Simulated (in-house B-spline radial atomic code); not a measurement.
# Kr⁸⁺: ionisation energy by several methods

The task here is to estimate one member of a computed series from the others.

Method: scalar-relativistic (X2C), several functionals, spin-polarised, exact exchange averaged over the configuration; spherical all-electron atom at the radial basis limit. Code: in-house B-spline radial atomic code version 1.

### The atom as given

```
element       : krypton (Z = 36)
charge        : +8
electrons     : 28
configuration : [Ar] 3d10
nucleus       : Fermi, rms radius 4.188 fm
```

The outer shells:

[Ar] 3d10
```
[Ar] core
3d [↑↓][↑↓][↑↓][↑↓][↑↓]
```

Where spins are not typed, each open shell is filled with up spins first.

Set-up of the first run:

Settings, as recorded:

```ini
Z = 36
electrons = 28.0
configuration = [Ar] 3d10
hamiltonian = x2c
method = camb3lyp
spin_polarised = True
nucleus = fermi
rms_radius = 4.1884
mass_number = 84
atomic_mass = 83.91149772708
speed_of_light = 137.035999084
exact_exchange = averaged over the configuration
```

On the command line:

```
> python run_scf.py task.json out
```

task.json lists these runs, among others, and the program works through them in turn.

Among the steps run: CAM-B3LYP; TPSSh; LC-ωPBE; r2SCAN0; HSE06; M06-2X.

One table of the session follows, with a row left open; its other results are not shown here.

| method | ΔSCF (eV) |
| --- | --- |
| TPSSh | 233.15 |
| r2SCAN0 | 234.06 |
| M06-2X | ? |
| CAM-B3LYP | 233.26 |
| LC-ωPBE | 233.13 |
| HSE06 | 233.18 |

**Question.** Estimate the row for M06-2X.

**Answer.** ΔSCF (eV): 233.00. In the column «ΔSCF (eV)» it is the lowest.
